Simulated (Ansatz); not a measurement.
**Si62Te2 defect cell: levels of theory**

The task, for Si62Te2 defect cell: compare levels of theory.

Computed with Ansatz 0.2.0 (DFT LDA, scalar-relativistic, plane waves, PAW, and further levels as typed in the inputs, unless a step's input says otherwise).

**1. Starting point**

The structure is triclinic, space group P1 (No. 1). Conventional cell: a = 10.804 Å, b = 10.804 Å, c = 10.804 Å, α = 90.00°, β = 90.00°, γ = 90.00°. Around Te (site symmetry 1) lie 4 Si at 2.29 to 2.43 Å. Around Te (site symmetry 1) lie 4 Si at 2.32 to 2.36 Å. Si (site symmetry 1) is surrounded by 4 Si at 2.29 to 2.36 Å. Si (site symmetry 1) is surrounded by 4 Si at 2.27 to 2.39 Å. Around Si (site symmetry 1) lie 4 Si at 2.31 to 2.37 Å. Si (site symmetry 1) is surrounded by 3 Si at 2.29 to 2.39 Å and 1 Te at 2.31 Å. Si (site symmetry 1) has 4 Si at 2.26 to 2.41 Å as nearest neighbours. Si (site symmetry 1) is surrounded by 4 Si at 2.31 to 2.39 Å. Only part of the 64 independent sites is listed.

As a file:

```
CELL_PARAMETERS angstrom
10.80400 0.00000 0.00000
0.00000 10.80400 0.00000
0.00000 0.00000 10.80400
ATOMIC_POSITIONS crystal
Te 0.00469 0.99871 0.00009
Te 0.12613 0.12281 0.62501
Si 0.00000 0.24513 0.25283
Si 0.25167 0.99826 0.24952
Si 0.25140 0.24927 0.99933
Si 0.12096 0.12654 0.12534
Si 0.12576 0.37076 0.37958
Si 0.37543 0.12393 0.38063
Si 0.37487 0.37097 0.12387
Si 0.99365 0.00291 0.49884
Si 0.99794 0.25298 0.74542
Si 0.25149 0.99427 0.74816
Si 0.24666 0.25406 0.50490
Si 0.12409 0.37733 0.87450
Si 0.37658 0.12291 0.87026
Si 0.36999 0.37606 0.63124
Si 0.00075 0.49854 0.00531
Si 0.00066 0.75028 0.25070
Si 0.24963 0.49914 0.24602
Si 0.25139 0.74974 0.00331
Si 0.12398 0.61971 0.12472
Si 0.12972 0.87394 0.37253
Si 0.37169 0.62208 0.37417
Si 0.37172 0.87916 0.12422
Si 0.00030 0.50399 0.50417
Si 0.99941 0.75092 0.75204
Si 0.24946 0.49506 0.75182
Si 0.25248 0.75115 0.49744
Si 0.12446 0.62336 0.62417
Si 0.12860 0.87925 0.87686
Si 0.37652 0.62688 0.87497
Si 0.37479 0.87313 0.62484
Si 0.50628 0.00241 0.99905
Si 0.49869 0.24760 0.25104
Si 0.75109 0.99599 0.25135
Si 0.74842 0.25396 0.00044
Si 0.62977 0.12373 0.12420
Si 0.62583 0.37793 0.37657
Si 0.87157 0.12551 0.37506
Si 0.87381 0.37320 0.12985
Si 0.49892 0.99765 0.50177
Si 0.50036 0.24979 0.75217
Si 0.75136 0.00101 0.75268
Si 0.75079 0.24829 0.49899
Si 0.62355 0.12558 0.62201
Si 0.61991 0.37524 0.87129
Si 0.86958 0.12604 0.87303
Si 0.87638 0.37353 0.62188
Si 0.49655 0.49857 0.99924
Si 0.49771 0.74922 0.24573
Si 0.75004 0.49502 0.24946
Si 0.75194 0.75303 0.00476
Si 0.62068 0.62711 0.12835
Si 0.62772 0.87242 0.37614
Si 0.88016 0.62084 0.37632
Si 0.87809 0.87307 0.12662
Si 0.49703 0.49774 0.49773
Si 0.50053 0.74975 0.75265
Si 0.74739 0.49964 0.75267
Si 0.75156 0.74632 0.50185
Si 0.62367 0.62607 0.62583
Si 0.62839 0.87532 0.86985
Si 0.87120 0.62703 0.87428
Si 0.87816 0.87576 0.62292
```

**2. Relaxing the atoms: Si62Te2 defect cell, no spin**

input.yaml reads:

```yaml
crystal:
  lattice:
    - [10.804, 0.0, 0.0]
    - [0.0, 10.804, 0.0]
    - [0.0, 0.0, 10.804]
  atoms:
    - { symbol: Te, position: [0.0046941662, -0.0012937913, 9.11334e-05] }
    - { symbol: Te, position: [0.1261315706, 0.1228093585, 0.6250057356] }
    - { symbol: Si, position: [-2.4724e-06, 0.2451275704, 0.2528257812] }
    - { symbol: Si, position: [0.2516674339, -0.0017366595, 0.2495236535] }
    - { symbol: Si, position: [0.2514030897, 0.2492742787, -0.0006740533] }
    - { symbol: Si, position: [0.1209647128, 0.1265399305, 0.1253439862] }
    - { symbol: Si, position: [0.1257621064, 0.370761224, 0.3795835793] }
    - { symbol: Si, position: [0.3754285511, 0.1239250094, 0.380634225] }
    - { symbol: Si, position: [0.3748739744, 0.3709718289, 0.1238747838] }
    - { symbol: Si, position: [-0.0063540775, 0.0029139112, 0.4988435552] }
    - { symbol: Si, position: [-0.002061885, 0.2529779807, 0.7454153769] }
    - { symbol: Si, position: [0.2514867531, -0.0057323625, 0.7481613495] }
    - { symbol: Si, position: [0.2466561833, 0.2540595399, 0.5049041861] }
    - { symbol: Si, position: [0.1240853006, 0.3773345055, 0.8745002229] }
    - { symbol: Si, position: [0.3765773655, 0.1229095598, 0.8702563702] }
    - { symbol: Si, position: [0.369993247, 0.3760638334, 0.6312410081] }
    - { symbol: Si, position: [0.0007480886, 0.4985433045, 0.0053091971] }
    - { symbol: Si, position: [0.0006589277, 0.7502816568, 0.2507013451] }
    - { symbol: Si, position: [0.2496324217, 0.4991406618, 0.2460154661] }
    - { symbol: Si, position: [0.2513928845, 0.7497368323, 0.0033129006] }
    - { symbol: Si, position: [0.1239758836, 0.6197064887, 0.1247234062] }
    - { symbol: Si, position: [0.1297191891, 0.8739353301, 0.3725290905] }
    - { symbol: Si, position: [0.3716856944, 0.6220843665, 0.3741664372] }
    - { symbol: Si, position: [0.3717234855, 0.8791585684, 0.1242151928] }
    - { symbol: Si, position: [0.0003016893, 0.5039936307, 0.5041743387] }
    - { symbol: Si, position: [-0.0005907061, 0.7509218092, 0.7520409846] }
    - { symbol: Si, position: [0.2494644887, 0.495062904, 0.7518179536] }
    - { symbol: Si, position: [0.2524833922, 0.7511537466, 0.497435548] }
    - { symbol: Si, position: [0.1244556813, 0.6233595803, 0.624167777] }
    - { symbol: Si, position: [0.1286011251, 0.8792472593, 0.8768588065] }
    - { symbol: Si, position: [0.3765237277, 0.6268788291, 0.8749660065] }
    - { symbol: Si, position: [0.3747899015, 0.8731294562, 0.6248448701] }
    - { symbol: Si, position: [0.5062753063, 0.0024131044, -0.0009499732] }
    - { symbol: Si, position: [0.498689578, 0.247599528, 0.2510395326] }
    - { symbol: Si, position: [0.7510872243, -0.0040071871, 0.2513504309] }
    - { symbol: Si, position: [0.7484187182, 0.253961647, 0.0004355164] }
    - { symbol: Si, position: [0.6297697058, 0.1237278967, 0.124200341] }
    - { symbol: Si, position: [0.6258324926, 0.3779321038, 0.3765713138] }
    - { symbol: Si, position: [0.8715748132, 0.1255078694, 0.3750617681] }
    - { symbol: Si, position: [0.8738085841, 0.373200374, 0.129852584] }
    - { symbol: Si, position: [0.4989159946, -0.0023489151, 0.5017691026] }
    - { symbol: Si, position: [0.5003627073, 0.2497894839, 0.7521694793] }
    - { symbol: Si, position: [0.7513567903, 0.0010057109, 0.7526773431] }
    - { symbol: Si, position: [0.7507875873, 0.2482869624, 0.4989940331] }
    - { symbol: Si, position: [0.6235533904, 0.1255823456, 0.6220067061] }
    - { symbol: Si, position: [0.6199118124, 0.3752447841, 0.8712888174] }
    - { symbol: Si, position: [0.8695798461, 0.126036646, 0.8730255835] }
    - { symbol: Si, position: [0.8763776159, 0.3735259522, 0.6218845917] }
    - { symbol: Si, position: [0.4965470635, 0.4985701762, -0.0007591155] }
    - { symbol: Si, position: [0.4977134577, 0.7492194338, 0.2457346289] }
    - { symbol: Si, position: [0.7500402322, 0.495019487, 0.2494617096] }
    - { symbol: Si, position: [0.751936211, 0.7530320404, 0.0047604042] }
    - { symbol: Si, position: [0.6206785793, 0.6271067897, 0.1283495433] }
    - { symbol: Si, position: [0.627722761, 0.8724195007, 0.3761434566] }
    - { symbol: Si, position: [0.8801649084, 0.6208424464, 0.3763226704] }
    - { symbol: Si, position: [0.8780885519, 0.8730657413, 0.1266187624] }
    - { symbol: Si, position: [0.4970263999, 0.4977447003, 0.497731173] }
    - { symbol: Si, position: [0.5005339903, 0.7497473678, 0.7526493388] }
    - { symbol: Si, position: [0.7473890806, 0.4996354804, 0.7526686684] }
    - { symbol: Si, position: [0.7515571376, 0.746321803, 0.5018471039] }
    - { symbol: Si, position: [0.6236715535, 0.6260701218, 0.6258349141] }
    - { symbol: Si, position: [0.6283857429, 0.8753236577, 0.8698524457] }
    - { symbol: Si, position: [0.8711962429, 0.6270302325, 0.8742827203] }
    - { symbol: Si, position: [0.8781598826, 0.8757592711, 0.6229200322] }
scf:
  occupations: { method: gaussian, width: 0.02 }
output:
  forces: true
  stress: false
  eigenvalues: true
hamiltonian:
  xc: lda
relax:
  f_tol: 0.01
  max_steps: 100
kpoints:
  mp_grid: { grid: [2, 2, 2], shift: [0.5, 0.5, 0.5] }
```

Run with:

```sh
$ ansatz run input.yaml --threads 8 --pin off --max-ram 16384MiB --backend cpu --events-out ev --progress --plain --runs-dir out
```

Log, shortened:

```text
Warning: RAYON_NUM_THREADS=8 ignored (pool sized by the plan → 8); use --threads N
[...]
Pseudopotentials: kind: paw
Pseudopotential: Te, paw, valence charge 16, recommended cutoff 420 eV (normal), Te.paw.azcp
Pseudopotential: Si, paw, valence charge 4, recommended cutoff 420 eV (normal), Si.paw.azcp
Functional definition: SPW92
[...]
Crystal: 64 atoms, lattice volume = 1261.112 Å³
Basis set: ecut = 420 eV, 24573 PW (Γ)
Bands: 204, of which v1, the nominal top of the filled ones, is band 140 counted from 1 (139 counted from 0)
Symmetry: 1 space group operations
Space group: P1 (ITA 1), of the structure as read, at distance tolerance 1.1e-4 Å
k-points: 4 of 8 (time reversal used)
[...]
SCF iter   1: F=—  HF=-51382.914619 eV  |F-HF|=—  |Δ(HF+E_count)|=         —  Δρ=4.93e-3  dr2=2.91e-1  ethr=1.77e-3  ⟨swp⟩=7.0  Hψ=4080  notcnv=0  defer=73
[...]
relax step   1: F+E_penalty+E_count = -51382.85141739 eV  Δ(F+E_penalty+E_count) = +0.000e0 eV  max|allowed force component| = 2.967e0 eV/Å  Δτ_max = 0.0000 Å  (7 SCF iters, dr2 threshold 2.50e-6 eV, accepted)
[...]
relax step   4: F+E_penalty+E_count = -51387.08284052 eV  Δ(F+E_penalty+E_count) = -7.677e-3 eV  max|allowed force component| = 1.107e-2 eV/Å  Δτ_max = 0.0194 Å  (5 SCF iters, dr2 threshold 5.51e-7 eV, accepted)
[...]
relax step   5: F+E_penalty+E_count = -51387.08306773 eV  Δ(F+E_penalty+E_count) = -2.272e-4 eV  max|allowed force component| = 3.080e-3 eV/Å  Δτ_max = 0.0071 Å  (5 SCF iters, accepted)
[...]
    - { symbol: Si, position: [0.6243341317864476, 0.3755471718183725, 0.8752288252292468] }
    - { symbol: Si, position: [0.854352810561785, 0.13904221447509849, 0.863292893220111] }
    - { symbol: Si, position: [0.8710388108894302, 0.37942853695085427, 0.6208272864911758] }
    - { symbol: Si, position: [0.49987156958904166, 0.49948220383701564, 0.0001409762181520731] }
    - { symbol: Si, position: [0.5003175048020064, 0.7492654027104646, 0.25084354873555675] }
    - { symbol: Si, position: [0.7496743630708765, 0.49993901211431235, 0.25083047381094614] }
    - { symbol: Si, position: [0.7469656226483607, 0.7465502321537866, -0.0019976597587344934] }
    - { symbol: Si, position: [0.6240244841848207, 0.6236404244481039, 0.12566990107972287] }
    - { symbol: Si, position: [0.6247694860190995, 0.8737472544755902, 0.3757979082039116] }
    - { symbol: Si, position: [0.874153228386969, 0.6243714343817567, 0.375794884003964] }
    - { symbol: Si, position: [0.859829505492079, 0.8593848254138413, 0.14081429768829803] }
    - { symbol: Si, position: [0.500780392724615, 0.5003489261184453, 0.5000535454141042] }
    - { symbol: Si, position: [0.5004765209871561, 0.7484132044593499, 0.7505191623672115] }
    - { symbol: Si, position: [0.748856934169628, 0.499995601655309, 0.7504955696901419] }
    - { symbol: Si, position: [0.748997577330218, 0.7485972039259681, 0.5000274705109748] }
    - { symbol: Si, position: [0.6249371073442473, 0.6244872034948666, 0.6255921610713913] }
    - { symbol: Si, position: [0.6235826422728031, 0.8740416714867065, 0.8753265859989923] }
    - { symbol: Si, position: [0.8744126807833283, 0.623165593135331, 0.8753059878730345] }
    - { symbol: Si, position: [0.8718984750545666, 0.8714572741932793, 0.627022930808265] }
```

It took 50 s on 8 threads of AMD EPYC 9R45 (Zen 5), shared host; peak memory 4.5 GiB.

Relaxation path:

| step | E - E(step 1) (eV/cell) | largest force component (eV/Å) |
| --- | --- | --- |
| 1 | 0.0000 | 2.9670 |
| 2 | -3.6803 | 0.9684 |
| 3 | -4.2237 | 0.0939 |
| 4 | -4.2314 | 0.0111 |
| 5 | -4.2317 | 0.0031 |

Step 1 is the start.

**3. Relaxing the atoms: PBE**

Against the reference cell of the series, the lattice is replaced; atoms are rattled by 0.03 Å.

input.yaml reads:

```yaml
crystal:
  lattice:
    - [10.9394, 0.0, 0.0]
    - [0.0, 10.9394, 0.0]
    - [0.0, 0.0, 10.9394]
  atoms:
    - { symbol: Te, position: [0.0046360652, -0.0012777777, 9.00054e-05] }
    - { symbol: Te, position: [0.1261175648, 0.1228364727, 0.6250056646] }
    - { symbol: Si, position: [-2.4418e-06, 0.2451878778, 0.2527908057] }
    - { symbol: Si, position: [0.2516467956, -0.0017151644, 0.2495295494] }
    - { symbol: Si, position: [0.2513857233, 0.2492832612, -0.0006657104] }
    - { symbol: Si, position: [0.1210146587, 0.1265208704, 0.1253397286] }
    - { symbol: Si, position: [0.1257526736, 0.3708136885, 0.3795268471] }
    - { symbol: Si, position: [0.3754232468, 0.1239383149, 0.3805644886] }
    - { symbol: Si, position: [0.3748755342, 0.3710216867, 0.1238887109] }
    - { symbol: Si, position: [-0.0062754313, 0.0028778449, 0.4988578688] }
    - { symbol: Si, position: [-0.0020363645, 0.2529411214, 0.7454721221] }
    - { symbol: Si, position: [0.2514683512, -0.0056614114, 0.748184107] }
    - { symbol: Si, position: [0.2466975707, 0.2540092938, 0.5048434856] }
    - { symbol: Si, position: [0.1240966221, 0.3773056107, 0.8745064088] }
    - { symbol: Si, position: [0.376557842, 0.1229354338, 0.8703150835] }
    - { symbol: Si, position: [0.3700552169, 0.376050666, 0.6311637614] }
    - { symbol: Si, position: [0.0007388293, 0.4985613344, 0.0052434837] }
    - { symbol: Si, position: [0.000650772, 0.7502781706, 0.2506926643] }
    - { symbol: Si, position: [0.2496369713, 0.499151298, 0.2460647838] }
    - { symbol: Si, position: [0.2513756443, 0.7497400896, 0.0032718959] }
    - { symbol: Si, position: [0.1239885593, 0.6197720079, 0.1247268297] }
    - { symbol: Si, position: [0.1296607784, 0.8739485078, 0.3725596737] }
    - { symbol: Si, position: [0.3717267165, 0.6221204541, 0.3741767545] }
    - { symbol: Si, position: [0.3717640398, 0.8791070967, 0.1242249066] }
    - { symbol: Si, position: [0.0002979552, 0.5039442004, 0.5041226718] }
    - { symbol: Si, position: [-0.0005833948, 0.7509103997, 0.7520157228] }
    - { symbol: Si, position: [0.2494711169, 0.4951240118, 0.7517954523] }
    - { symbol: Si, position: [0.2524526545, 0.7511394664, 0.4974672889] }
    - { symbol: Si, position: [0.1244624185, 0.6233798842, 0.6241780777] }
    - { symbol: Si, position: [0.128556553, 0.8791946897, 0.8768357996] }
    - { symbol: Si, position: [0.3765048681, 0.6268555743, 0.8749664273] }
    - { symbol: Si, position: [0.374792502, 0.8731526084, 0.6248467902] }
    - { symbol: Si, position: [0.5061976351, 0.0023832367, -0.0009382151] }
    - { symbol: Si, position: [0.4987057974, 0.2476292393, 0.251026666] }
    - { symbol: Si, position: [0.7510737674, -0.0039575891, 0.2513337163] }
    - { symbol: Si, position: [0.7484382902, 0.2539126126, 0.0004301259] }
    - { symbol: Si, position: [0.6297106698, 0.1237436419, 0.1242102386] }
    - { symbol: Si, position: [0.6258221887, 0.3778958123, 0.3765518652] }
    - { symbol: Si, position: [0.8716172077, 0.1255015834, 0.3750610035] }
    - { symbol: Si, position: [0.8738233305, 0.3732226485, 0.1297925222] }
    - { symbol: Si, position: [0.4989294116, -0.002319842, 0.501747206] }
    - { symbol: Si, position: [0.5003582179, 0.2497920895, 0.752142627] }
    - { symbol: Si, position: [0.7513399969, 0.0009932629, 0.7526442048] }
    - { symbol: Si, position: [0.7507778391, 0.2483081651, 0.4990064842] }
    - { symbol: Si, position: [0.6235712955, 0.1255751377, 0.622043755] }
    - { symbol: Si, position: [0.6199747903, 0.3752417544, 0.8713347518] }
    - { symbol: Si, position: [0.8696469328, 0.1260238152, 0.8730500214] }
    - { symbol: Si, position: [0.8763605648, 0.3735441969, 0.6219231519] }
    - { symbol: Si, position: [0.4965898015, 0.4985878735, -0.0007497197] }
    - { symbol: Si, position: [0.4977417589, 0.7492290951, 0.2457874226] }
    - { symbol: Si, position: [0.7500397342, 0.4950811322, 0.2494683722] }
    - { symbol: Si, position: [0.7519122459, 0.752994512, 0.0047014834] }
    - { symbol: Si, position: [0.6207320667, 0.6270807134, 0.1283080851] }
    - { symbol: Si, position: [0.6276890606, 0.8724514403, 0.3761293037] }
    - { symbol: Si, position: [0.8801009809, 0.6208939056, 0.3763062993] }
    - { symbol: Si, position: [0.878050324, 0.8730896822, 0.1265987265] }
    - { symbol: Si, position: [0.497063205, 0.4977726148, 0.4977592549] }
    - { symbol: Si, position: [0.5005273809, 0.7497504947, 0.7526165472] }
    - { symbol: Si, position: [0.7474213967, 0.4996399922, 0.7526356376] }
    - { symbol: Si, position: [0.7515378645, 0.7463673291, 0.5018242418] }
    - { symbol: Si, position: [0.623687996, 0.6260568766, 0.6258245802] }
    - { symbol: Si, position: [0.6283438366, 0.8753196517, 0.8699161585] }
    - { symbol: Si, position: [0.8712433231, 0.6270051037, 0.8742915983] }
    - { symbol: Si, position: [0.8781207719, 0.8757498734, 0.6229457765] }
scf:
  occupations: { method: gaussian, width: 0.02 }
output:
  forces: true
  stress: false
  eigenvalues: true
hamiltonian:
  xc: pbe
relax:
  f_tol: 0.01
  max_steps: 100
kpoints:
  mp_grid: { grid: [2, 2, 2], shift: [0.5, 0.5, 0.5] }
```

Run with:

```sh
$ ansatz run input.yaml --threads 8 --pin off --max-ram 16384MiB --backend cpu --events-out ev --progress --plain --runs-dir out
```

Log, shortened:

```text
Warning: RAYON_NUM_THREADS=8 ignored (pool sized by the plan → 8); use --threads N
[...]
[... 3 set-up lines as earlier in the session ...]
Functional definition: PBE
[...]
Crystal: 64 atoms, lattice volume = 1309.123 Å³
Basis set: ecut = 420 eV, 25677 PW (Γ), exchange–correlation on 150×150×150 points (8 copies of the dense FFT grid, shifted against one another)
Bands: 204, of which v1, the nominal top of the filled ones, is band 140 counted from 1 (139 counted from 0)
[... 2 set-up lines as earlier in the session ...]
k-points: 4 of 8 (time reversal used)
[...]
    - { symbol: Si, position: [0.6240021592650602, 0.6235749283991304, 0.12556360481803885] }
    - { symbol: Si, position: [0.6246527448924244, 0.8738703508771173, 0.3759189777155141] }
    - { symbol: Si, position: [0.874264980949933, 0.624268120633504, 0.37591995816188023] }
    - { symbol: Si, position: [0.8596585347305742, 0.8591818358685861, 0.14105662744508177] }
    - { symbol: Si, position: [0.5008399026249382, 0.5004190139144845, 0.5001190997666716] }
    - { symbol: Si, position: [0.5006001788023159, 0.7483762078020944, 0.7504938748617742] }
    - { symbol: Si, position: [0.7487291275161526, 0.5001948979356898, 0.7504687902643256] }
    - { symbol: Si, position: [0.7489920426847729, 0.7485990721001038, 0.5000321325645051] }
    - { symbol: Si, position: [0.6249229134730825, 0.6245517094262222, 0.6255545638464631] }
    - { symbol: Si, position: [0.623710431706279, 0.8741592231680146, 0.8752582904040143] }
    - { symbol: Si, position: [0.8745178528023966, 0.6232671469049297, 0.8752650120249434] }
    - { symbol: Si, position: [0.8718365522977979, 0.8714443669980725, 0.6268956924551704] }
```

Wall time 52 s (8 threads of AMD EPYC 9R45 (Zen 5), shared host); peak memory 4.8 GiB.

Relaxation path:

```
step  E - E(step 1) (eV/cell)  largest force component (eV/Å)
   1                   0.0000                          2.8554
   2                  -3.6711                          0.9731
   3                  -4.2540                          0.1042
   4                  -4.2648                          0.0275
   5                  -4.2652                          0.0068
```

Step 1 is the start.

(Part 1 of 2 ends here.)
